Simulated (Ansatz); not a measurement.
# GaH7O3Si2: basis-set convergence

One table from this session's results is given with a row withheld; the runs are named, their logs left out.

Computed with Ansatz 0.2.0, Gaussian basis. Level: one geometry, several basis sets.

The runs, in order: PBE0-D4/def2-SVP; ωB97M-V/def2-SVP; PBE0-D4/def2-QZVPP; ωB97M-V/def2-QZVPP; the functionals' def2-TZVPP values are taken from earlier runs.

## The relaxed structure

The geometry comes from an earlier relaxation with PBE0-D4 in a triple-zeta def2 set; it is a stationary point, not always the lowest conformer.

13 atoms, charge 0, spin multiplicity 1.

Atoms are counted from 1 here; the program's logs count them from 0.

Bond lengths: O1–Ga2 1.763 Å, O1–H7 0.960 Å, Ga2–O3 1.759 Å, Ga2–O5 1.769 Å, O3–Si4 1.635 Å, Si4–H8 1.490 Å, Si4–H9 1.485 Å, Si4–H10 1.487 Å, O5–Si6 1.636 Å, Si6–H11 1.485 Å, Si6–H12 1.487 Å, Si6–H13 1.490 Å. Angles: Ga2–O1–H7 112.6°, O1–Ga2–O3 118.8°, O1–Ga2–O5 119.9°, O3–Ga2–O5 121.2°, Ga2–O3–Si4 139.1°, O3–Si4–H8 110.9°, O3–Si4–H9 108.6°, O3–Si4–H10 110.5°, H8–Si4–H9 109.0°, H8–Si4–H10 108.4°, H9–Si4–H10 109.3°, Ga2–O5–Si6 138.6°, O5–Si6–H11 108.6°, O5–Si6–H12 110.6°, O5–Si6–H13 110.9°, H11–Si6–H12 109.2°, H11–Si6–H13 109.0°, H12–Si6–H13 108.5°.

As a file:

```xyz
13

O     1.2668    2.0885   -2.2138
Ga    0.6133    0.9696   -1.0183
O     1.6985    0.2839    0.1840
Si    1.6640   -0.8098    1.3986
O    -1.1069    0.5566   -1.0433
Si   -2.1738   -0.3118   -0.1582
H     0.5968    2.4112   -2.8214
H     0.7199   -1.9202    1.0873
H     3.0281   -1.3691    1.5724
H     1.2307   -0.1665    2.6675
H    -3.5294    0.2625   -0.3538
H    -2.1779   -1.7344   -0.5917
H    -1.8298   -0.2605    1.2906
```

The first run:

Contents of in.yaml:

```yaml
crystal:
  periodic: [false, false, false]
  atoms:
    - {symbol: O, position_ang: [1.266773, 2.088548, -2.213752]}
    - {symbol: Ga, position_ang: [0.613349, 0.969579, -1.018325]}
    - {symbol: O, position_ang: [1.698473, 0.283858, 0.183973]}
    - {symbol: Si, position_ang: [1.663958, -0.809848, 1.398570]}
    - {symbol: O, position_ang: [-1.106930, 0.556567, -1.043280]}
    - {symbol: Si, position_ang: [-2.173848, -0.311777, -0.158159]}
    - {symbol: H, position_ang: [0.596810, 2.411232, -2.821416]}
    - {symbol: H, position_ang: [0.719866, -1.920177, 1.087308]}
    - {symbol: H, position_ang: [3.028089, -1.369088, 1.572436]}
    - {symbol: H, position_ang: [1.230658, -0.166510, 2.667484]}
    - {symbol: H, position_ang: [-3.529449, 0.262501, -0.353769]}
    - {symbol: H, position_ang: [-2.177901, -1.734438, -0.591710]}
    - {symbol: H, position_ang: [-1.829829, -0.260469, 1.290630]}
basis:
  gaussian: {orbitals: def2-SVP}
hamiltonian: {xc: pbe0, dispersion: d4}
output: {orbitals: {seedname: orbitals}}
```

Run with:

```
$ ansatz run in.yaml --threads 4 --pin off --events-out ev --progress --plain --max-ram 11315MiB
```

Steps of the session up to this table: PBE0-D4 in def2-SVP; ωB97M-V in def2-SVP; PBE0-D4 in def2-QZVPP; ωB97M-V in def2-QZVPP.

One table of the session follows, with a row left open; its other results are not shown here.

It belongs to the step «Functionals by basis». 

```
functional       basis  HOMO (eV)
   PBE0-D4    def2-SVP      -8.60
   PBE0-D4  def2-TZVPP          ?
   PBE0-D4  def2-QZVPP      -8.70
   ωB97M-V    def2-SVP     -10.84
   ωB97M-V  def2-TZVPP     -10.97
   ωB97M-V  def2-QZVPP     -10.99
```

**Question.** Estimate the row for PBE0-D4, def2-TZVPP.

As computed: HOMO (eV): -8.68. In the column «HOMO (eV)» it lies between PBE0-D4, def2-QZVPP (-8.70) and PBE0-D4, def2-SVP (-8.60).
